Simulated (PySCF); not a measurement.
# A gas-phase reaction: H2OZn + N2O → H2O2Zn + N2

Wanted: the reaction energy for `[OH][ZnH]` + `[N-]=[N+]=O` → `[OH][Zn][OH]` + `N#N`.

Programs: PySCF 2.14.0. All values are calculated, for the isolated system unless a continuum is named. Atoms count from 0, parts from 1.

## 1. The system as given

Each species was relaxed by itself at PBE0-D3(BJ)/def2-SVPD.

## 2. Energies of the species: wB97M-D3(BJ)/def2-TZVPD

Job settings and geometry (Å):

```
{"job": {"kind": "react", "xc": "wB97M-D3(BJ)", "basis": "def2-TZVPD"}, "charge": 0, "multiplicity": 1}
-1 H2OZn charge 0 multiplicity 1
O      0.764100    -0.672180     0.554750
Zn    -0.282430     0.285370    -0.526040
H      0.624060    -0.674060     1.503630
H     -1.105740     1.060860    -1.532340

-1 N2O charge 0 multiplicity 1
N      1.146640    -0.006030     0.011970
N      0.021860    -0.011520     0.010820
O     -1.155010    -0.017280     0.009610

+1 H2O2Zn charge 0 multiplicity 1
O      1.049750     0.798740     1.231130
Zn    -0.091780    -0.065580     0.181880
O     -1.350540    -1.012200    -0.636670
H      1.736340     1.328170     0.819410
H     -1.343770    -1.049130    -1.595750

+1 N2 charge 0 multiplicity 1
N      0.547240    -0.028960     0.028370
N     -0.547240     0.028960    -0.028370
```

Method: wB97M-D3(BJ)/def2-TZVPD reaction energy of separated species, gas phase.

On the command line:

```sh
OMP_NUM_THREADS=1 python cluster_run.py task.json out
```

The driver reads the jobs from task.json and runs them one after another.

Output:

```text
species 1 (H2OZn)
coarse grid: 17568 points
cycle   1  E = -1855.7352306521  dE = -2.844e-01  |g| = 1.087e+00  |ddm| = 1.412e+00
cycle   2  E = -1855.5400371595  dE =  1.952e-01  |g| = 1.754e+00  |ddm| = 1.392e+00
cycle   3  E = -1855.9048301785  dE = -3.648e-01  |g| = 5.043e-02  |ddm| = 7.855e-01
cycle   4  E = -1855.9054500821  dE = -6.199e-04  |g| = 3.982e-02  |ddm| = 6.231e-02
cycle   5  E = -1855.9056186262  dE = -1.685e-04  |g| = 1.596e-02  |ddm| = 2.383e-02
cycle   6  E = -1855.9056631611  dE = -4.453e-05  |g| = 1.613e-03  |ddm| = 1.231e-02
cycle   7  E = -1855.9056647124  dE = -1.551e-06  |g| = 6.798e-04  |ddm| = 3.344e-03
final grid: 34992 points
cycle   8  E = -1855.9055648623  dE = -8.058e-08  |g| = 7.108e-04  |ddm| = 1.150e-03
cycle   9  E = -1855.9055648189  dE =  4.335e-08  |g| = 1.167e-03  |ddm| = 5.558e-04
cycle  10  E = -1855.9055649182  dE = -9.927e-08  |g| = 7.010e-05  |ddm| = 3.078e-04
cycle  11  E = -1855.9055649196  dE = -1.420e-09  |g| = 5.034e-05  |ddm| = 6.058e-05
cycle  12  E = -1855.9055649204  dE = -7.772e-10  |g| = 6.957e-06  |ddm| = 8.879e-05
converged SCF energy = -1855.9055649204

species 2 (N2O)
coarse grid: 15424 points
cycle   1  E = -184.6618527552  dE =  6.983e-01  |g| = 8.261e-01  |ddm| = 1.717e+00
cycle   2  E = -184.5841240516  dE =  7.773e-02  |g| = 1.134e+00  |ddm| = 9.885e-01
cycle   3  E = -184.7852496179  dE = -2.011e-01  |g| = 1.175e-01  |ddm| = 4.952e-01
cycle   4  E = -184.7864125719  dE = -1.163e-03  |g| = 8.425e-02  |ddm| = 1.014e-01
cycle   5  E = -184.7877139864  dE = -1.301e-03  |g| = 1.003e-02  |ddm| = 4.527e-02
cycle   6  E = -184.7877342888  dE = -2.030e-05  |g| = 1.578e-03  |ddm| = 1.117e-02
cycle   7  E = -184.7877351805  dE = -8.917e-07  |g| = 4.463e-04  |ddm| = 4.009e-03
final grid: 33192 points
cycle   8  E = -184.7877162960  dE = -2.515e-08  |g| = 5.813e-04  |ddm| = 1.928e-03
cycle   9  E = -184.7877161513  dE =  1.447e-07  |g| = 1.087e-03  |ddm| = 7.543e-04
cycle  10  E = -184.7877163671  dE = -2.158e-07  |g| = 4.351e-05  |ddm| = 5.312e-04
cycle  11  E = -184.7877163676  dE = -5.355e-10  |g| = 2.681e-05  |ddm| = 9.347e-05
converged SCF energy = -184.7877163676

species 3 (H2O2Zn)
coarse grid: 22744 points
cycle   1  E = -1930.9719126080  dE = -1.732e-01  |g| = 1.280e+00  |ddm| = 1.963e+00
cycle   2  E = -1930.7591504362  dE =  2.128e-01  |g| = 1.992e+00  |ddm| = 2.043e+00
cycle   3  E = -1931.2083363047  dE = -4.492e-01  |g| = 1.165e-01  |ddm| = 1.037e+00
cycle   4  E = -1931.2096753760  dE = -1.339e-03  |g| = 7.232e-02  |ddm| = 7.510e-02
cycle   5  E = -1931.2102468938  dE = -5.715e-04  |g| = 1.086e-02  |ddm| = 3.990e-02
cycle   6  E = -1931.2102972440  dE = -5.035e-05  |g| = 2.325e-03  |ddm| = 1.994e-02
cycle   7  E = -1931.2103019010  dE = -4.657e-06  |g| = 1.043e-03  |ddm| = 7.021e-03
final grid: 46200 points
cycle   8  E = -1931.2102053880  dE = -3.370e-07  |g| = 1.050e-03  |ddm| = 2.213e-03
cycle   9  E = -1931.2102053400  dE =  4.806e-08  |g| = 1.748e-03  |ddm| = 9.206e-04
cycle  10  E = -1931.2102055361  dE = -1.961e-07  |g| = 1.168e-04  |ddm| = 4.673e-04
cycle  11  E = -1931.2102055438  dE = -7.691e-09  |g| = 1.037e-04  |ddm| = 2.168e-04
cycle  12  E = -1931.2102055471  dE = -3.296e-09  |g| = 1.134e-05  |ddm| = 2.172e-04
cycle  13  E = -1931.2102055471  dE = -3.774e-11  |g| = 1.223e-06  |ddm| = 1.533e-05
converged SCF energy = -1931.2102055471

species 4 (N2)
coarse grid: 10240 points
cycle   1  E = -109.6045712949  dE =  4.456e-02  |g| = 1.682e-01  |ddm| = 1.300e+00
cycle   2  E = -109.6103822354  dE = -5.811e-03  |g| = 7.387e-02  |ddm| = 1.523e-01
cycle   3  E = -109.6112827184  dE = -9.005e-04  |g| = 6.548e-03  |ddm| = 4.575e-02
cycle   4  E = -109.6112969022  dE = -1.418e-05  |g| = 1.069e-03  |ddm| = 1.769e-02
cycle   5  E = -109.6112973825  dE = -4.803e-07  |g| = 2.349e-04  |ddm| = 1.190e-03
final grid: 21984 points
cycle   6  E = -109.6112971738  dE = -3.477e-08  |g| = 7.967e-05  |ddm| = 5.559e-04
cycle   7  E = -109.6112971766  dE = -2.799e-09  |g| = 3.051e-05  |ddm| = 1.392e-04
cycle   8  E = -109.6112971769  dE = -2.824e-10  |g| = 8.403e-06  |ddm| = 5.207e-05
converged SCF energy = -109.6112971769

Reaction energy = -80.346 kcal/mol
```

Run time: 14 s. Hardware: 1 thread of Arm Neoverse V2, shared host; peak memory 0.52 GiB.

Species by species (with the dispersion term, which the log's SCF energies lack):

```csv
ν,species,energy (Eh),HOMO (eV)
-1,[OH][ZnH],-1855.90735,-10.81
-1,[N-]=[N+]=O,-184.78947,-12.17
+1,[OH][Zn][OH],-1931.21282,-10.75
+1,N#N,-109.61204,-14.89
```

## 3. Energies of the species: PBE0-D3(BJ)/def2-TZVPD

Settings changed since step 2:

```diff
@@ -1,2 +1,2 @@
-{"job": {"kind": "react", "xc": "wB97M-D3(BJ)", "basis": "def2-TZVPD"}, "charge": 0, "multiplicity": 1}
+{"job": {"kind": "react", "xc": "PBE0", "basis": "def2-TZVPD", "disp": "d3bj"}, "charge": 0, "multiplicity": 1}
 -1 H2OZn charge 0 multiplicity 1
```

Level: PBE0-D3(BJ)/def2-TZVPD reaction energy of separated species, gas phase.

Output:

```text
species 1 (H2OZn)
coarse grid: 17568 points
cycle   1  E = -1855.3353602667  dE = -2.256e-01  |g| = 1.216e+00  |ddm| = 1.531e+00
cycle   2  E = -1854.2429016273  dE =  1.092e+00  |g| = 2.836e+00  |ddm| = 2.352e+00
cycle   3  E = -1855.5142648226  dE = -1.271e+00  |g| = 3.214e-01  |ddm| = 1.861e+00
cycle   4  E = -1855.5237923438  dE = -9.528e-03  |g| = 2.227e-01  |ddm| = 2.449e-01
cycle   5  E = -1855.5294110221  dE = -5.619e-03  |g| = 1.753e-02  |ddm| = 7.849e-02
cycle   6  E = -1855.5294831320  dE = -7.211e-05  |g| = 4.897e-03  |ddm| = 1.556e-02
cycle   7  E = -1855.5294873588  dE = -4.227e-06  |g| = 3.741e-04  |ddm| = 3.164e-03
final grid: 34992 points
cycle   8  E = -1855.5294579852  dE = -4.491e-08  |g| = 2.622e-04  |ddm| = 8.554e-04
cycle   9  E = -1855.5294579809  dE =  4.268e-09  |g| = 3.700e-04  |ddm| = 3.010e-04
cycle  10  E = -1855.5294579932  dE = -1.229e-08  |g| = 8.680e-05  |ddm| = 1.491e-04
cycle  11  E = -1855.5294579939  dE = -7.042e-10  |g| = 6.237e-06  |ddm| = 3.523e-05
converged SCF energy = -1855.5294579939

species 2 (N2O)
coarse grid: 3216 points
cycle   1  E = -184.4535285902  dE =  7.159e-01  |g| = 7.390e-01  |ddm| = 1.711e+00
cycle   2  E = -184.1503900985  dE =  3.031e-01  |g| = 1.537e+00  |ddm| = 1.024e+00
cycle   3  E = -184.5235218981  dE = -3.731e-01  |g| = 3.651e-01  |ddm| = 7.202e-01
cycle   4  E = -184.5487846502  dE = -2.526e-02  |g| = 9.413e-02  |ddm| = 2.242e-01
cycle   5  E = -184.5504316485  dE = -1.647e-03  |g| = 6.997e-03  |ddm| = 4.642e-02
cycle   6  E = -184.5504387664  dE = -7.118e-06  |g| = 2.067e-03  |ddm| = 4.688e-03
final grid: 33192 points
cycle   7  E = -184.5460659961  dE =  2.287e-05  |g| = 1.443e-02  |ddm| = 4.924e-02
cycle   8  E = -184.5457696129  dE =  2.964e-04  |g| = 4.136e-02  |ddm| = 2.669e-02
cycle   9  E = -184.5461037702  dE = -3.342e-04  |g| = 2.920e-03  |ddm| = 2.052e-02
cycle  10  E = -184.5461052786  dE = -1.508e-06  |g| = 4.856e-04  |ddm| = 1.401e-03
cycle  11  E = -184.5461053162  dE = -3.757e-08  |g| = 8.087e-05  |ddm| = 2.521e-04
cycle  12  E = -184.5461053176  dE = -1.419e-09  |g| = 1.161e-05  |ddm| = 7.082e-05
cycle  13  E = -184.5461053176  dE = -2.896e-11  |g| = 5.717e-07  |ddm| = 7.493e-06
converged SCF energy = -184.5461053176

species 3 (H2O2Zn)
coarse grid: 22744 points
cycle   1  E = -1930.4323591871  dE = -3.886e-02  |g| = 1.458e+00  |ddm| = 2.079e+00
cycle   2  E = -1929.2867067848  dE =  1.146e+00  |g| = 3.091e+00  |ddm| = 3.089e+00
cycle   3  E = -1930.7384031213  dE = -1.452e+00  |g| = 1.054e-01  |ddm| = 2.202e+00
cycle   4  E = -1930.7377718399  dE =  6.313e-04  |g| = 1.573e-01  |ddm| = 1.424e-01
cycle   5  E = -1930.7405174581  dE = -2.746e-03  |g| = 1.016e-02  |ddm| = 6.199e-02
cycle   6  E = -1930.7405330795  dE = -1.562e-05  |g| = 4.859e-03  |ddm| = 1.238e-02
cycle   7  E = -1930.7405358950  dE = -2.816e-06  |g| = 3.636e-04  |ddm| = 2.891e-03
final grid: 46200 points
cycle   8  E = -1930.7405230611  dE = -6.017e-08  |g| = 3.752e-04  |ddm| = 9.113e-04
cycle   9  E = -1930.7405230362  dE =  2.492e-08  |g| = 5.955e-04  |ddm| = 5.550e-04
cycle  10  E = -1930.7405230781  dE = -4.190e-08  |g| = 5.387e-05  |ddm| = 2.838e-04
cycle  11  E = -1930.7405230785  dE = -4.402e-10  |g| = 9.806e-06  |ddm| = 4.072e-05
converged SCF energy = -1930.7405230785

species 4 (N2)
coarse grid: 2128 points
cycle   1  E = -109.4494428627  dE =  1.300e-01  |g| = 1.032e-01  |ddm| = 1.274e+00
cycle   2  E = -109.4508786517  dE = -1.436e-03  |g| = 4.742e-02  |ddm| = 1.011e-01
cycle   3  E = -109.4513023878  dE = -4.237e-04  |g| = 9.128e-03  |ddm| = 3.530e-02
cycle   4  E = -109.4513190506  dE = -1.666e-05  |g| = 5.134e-04  |ddm| = 5.395e-03
cycle   5  E = -109.4513190979  dE = -4.732e-08  |g| = 7.830e-05  |ddm| = 4.411e-04
final grid: 21984 points
cycle   6  E = -109.4466155706  dE = -6.234e-06  |g| = 2.441e-03  |ddm| = 4.268e-02
cycle   7  E = -109.4466161756  dE = -6.050e-07  |g| = 1.525e-03  |ddm| = 2.451e-03
cycle   8  E = -109.4466166379  dE = -4.623e-07  |g| = 4.708e-05  |ddm| = 9.429e-04
cycle   9  E = -109.4466166383  dE = -4.296e-10  |g| = 5.179e-06  |ddm| = 4.798e-05
converged SCF energy = -109.4466166383

Reaction energy = -70.052 kcal/mol
```

Wall time 6.7 s (1 thread of Arm Neoverse V2, shared host); peak memory 0.51 GiB.

Reaction energy at this level: -70.05 kcal/mol.

## 4. Reaction energy: MP2/def2-TZVPD

Settings changed since step 3:

```diff
@@ -1,2 +1,2 @@
-{"job": {"kind": "react", "xc": "PBE0", "basis": "def2-TZVPD", "disp": "d3bj"}, "charge": 0, "multiplicity": 1}
+{"job": {"kind": "react", "xc": "MP2", "basis": "def2-TZVPD"}, "charge": 0, "multiplicity": 1}
 -1 H2OZn charge 0 multiplicity 1
```

Level: MP2/def2-TZVPD reaction energy of separated species, gas phase.

Output:

```text
species 1 (H2OZn)
final grid: 34992 points
cycle   1  E = -1853.7657569825  dE = -4.012e-01  |g| = 6.855e-01  |ddm| = 1.395e+00
cycle   2  E = -1853.8106753887  dE = -4.492e-02  |g| = 6.228e-01  |ddm| = 6.853e-01
cycle   3  E = -1853.8623599782  dE = -5.168e-02  |g| = 6.215e-02  |ddm| = 2.656e-01
cycle   4  E = -1853.8632116426  dE = -8.517e-04  |g| = 4.277e-02  |ddm| = 7.547e-02
cycle   5  E = -1853.8634553980  dE = -2.438e-04  |g| = 6.550e-03  |ddm| = 3.631e-02
cycle   6  E = -1853.8634693519  dE = -1.395e-05  |g| = 1.263e-03  |ddm| = 1.341e-02
cycle   7  E = -1853.8634701398  dE = -7.879e-07  |g| = 2.827e-04  |ddm| = 3.841e-03
cycle   8  E = -1853.8634701864  dE = -4.662e-08  |g| = 8.033e-05  |ddm| = 7.895e-04
cycle   9  E = -1853.8634701910  dE = -4.564e-09  |g| = 2.278e-05  |ddm| = 1.917e-04
cycle  10  E = -1853.8634701913  dE = -3.492e-10  |g| = 3.954e-06  |ddm| = 4.945e-05
converged SCF energy = -1853.8634701913

species 2 (N2O)
final grid: 33192 points
cycle   1  E = -183.6407219356  dE =  7.812e-01  |g| = 7.883e-01  |ddm| = 1.636e+00
cycle   2  E = -183.6997027489  dE = -5.898e-02  |g| = 5.972e-01  |ddm| = 7.870e-01
cycle   3  E = -183.7582045251  dE = -5.850e-02  |g| = 6.196e-02  |ddm| = 2.991e-01
cycle   4  E = -183.7590476082  dE = -8.431e-04  |g| = 1.829e-02  |ddm| = 5.670e-02
cycle   5  E = -183.7591877062  dE = -1.401e-04  |g| = 1.075e-02  |ddm| = 2.987e-02
cycle   6  E = -183.7592130638  dE = -2.536e-05  |g| = 3.404e-03  |ddm| = 1.078e-02
cycle   7  E = -183.7592194674  dE = -6.404e-06  |g| = 1.237e-03  |ddm| = 7.350e-03
cycle   8  E = -183.7592200155  dE = -5.481e-07  |g| = 1.482e-04  |ddm| = 1.882e-03
cycle   9  E = -183.7592200256  dE = -1.005e-08  |g| = 1.728e-05  |ddm| = 3.667e-04
cycle  10  E = -183.7592200257  dE = -1.153e-10  |g| = 4.196e-06  |ddm| = 4.127e-05
converged SCF energy = -183.7592200257

species 3 (H2O2Zn)
final grid: 46200 points
cycle   1  E = -1928.6682071397  dE = -3.600e-01  |g| = 8.205e-01  |ddm| = 1.933e+00
cycle   2  E = -1928.7242407703  dE = -5.603e-02  |g| = 7.118e-01  |ddm| = 1.008e+00
cycle   3  E = -1928.7891677602  dE = -6.493e-02  |g| = 8.293e-02  |ddm| = 3.187e-01
cycle   4  E = -1928.7899945501  dE = -8.268e-04  |g| = 4.233e-02  |ddm| = 6.450e-02
cycle   5  E = -1928.7902751448  dE = -2.806e-04  |g| = 8.303e-03  |ddm| = 3.885e-02
cycle   6  E = -1928.7903085931  dE = -3.345e-05  |g| = 2.365e-03  |ddm| = 1.512e-02
cycle   7  E = -1928.7903132653  dE = -4.672e-06  |g| = 6.398e-04  |ddm| = 5.968e-03
cycle   8  E = -1928.7903135595  dE = -2.942e-07  |g| = 1.434e-04  |ddm| = 1.203e-03
cycle   9  E = -1928.7903135741  dE = -1.462e-08  |g| = 4.180e-05  |ddm| = 2.745e-04
cycle  10  E = -1928.7903135754  dE = -1.331e-09  |g| = 1.067e-05  |ddm| = 1.259e-04
cycle  11  E = -1928.7903135755  dE = -8.276e-11  |g| = 2.870e-06  |ddm| = 4.142e-05
converged SCF energy = -1928.7903135755

species 4 (N2)
final grid: 21984 points
cycle   1  E = -108.9673664691  dE =  4.861e-02  |g| = 2.948e-01  |ddm| = 1.230e+00
cycle   2  E = -108.9868242737  dE = -1.946e-02  |g| = 8.978e-02  |ddm| = 1.852e-01
cycle   3  E = -108.9883087094  dE = -1.484e-03  |g| = 1.594e-02  |ddm| = 6.313e-02
cycle   4  E = -108.9884063265  dE = -9.762e-05  |g| = 1.828e-03  |ddm| = 2.422e-02
cycle   5  E = -108.9884073423  dE = -1.016e-06  |g| = 1.998e-04  |ddm| = 3.068e-03
cycle   6  E = -108.9884073629  dE = -2.059e-08  |g| = 4.401e-05  |ddm| = 4.052e-04
cycle   7  E = -108.9884073640  dE = -1.075e-09  |g| = 4.188e-06  |ddm| = 7.048e-05
cycle   8  E = -108.9884073640  dE = -7.873e-12  |g| = 2.888e-07  |ddm| = 1.755e-05
converged SCF energy = -108.9884073640

Reaction energy = -80.127 kcal/mol
```

Wall time 3.1 s (1 thread of Arm Neoverse V2, shared host); peak memory 0.37 GiB.

Reaction energy at this level: -80.13 kcal/mol.

## 5. Comparing the runs

Energies in kcal/mol, with wall time:

```csv
run,reaction,time
wB97M-D3(BJ)/def2-TZVPD,-80.35,14 s
PBE0-D3(BJ)/def2-TZVPD,-70.05,6.7 s
MP2/def2-TZVPD,-80.13,3.1 s
```

## 6. Outcome

```
                                                quantity                      value
               reaction energy (wB97M-D3(BJ)/def2-TZVPD)            -80.35 kcal/mol
                     ΔH, ΔG at 298 K (xTB thermal terms)      -79.6, -80.2 kcal/mol
range of the reaction energy over the runs of this table  -80.35 to -70.05 kcal/mol
```

What this shows: The reaction is exothermic by 79.6 kcal/mol in the gas phase; dispersion gives +0.11, and xTB itself gave 18.38 for the electronic energy (xTB energies and thermal terms come from the earlier relaxation of each species, not shown). No barrier was sought. xTB and this level differ widely in the electronic energy, so what comes from xTB (the thermal terms above all) is less safe here. The reaction energy runs from -80.35 (wB97M-D3(BJ)/def2-TZVPD) to -70.05 kcal/mol (PBE0-D3(BJ)/def2-TZVPD).
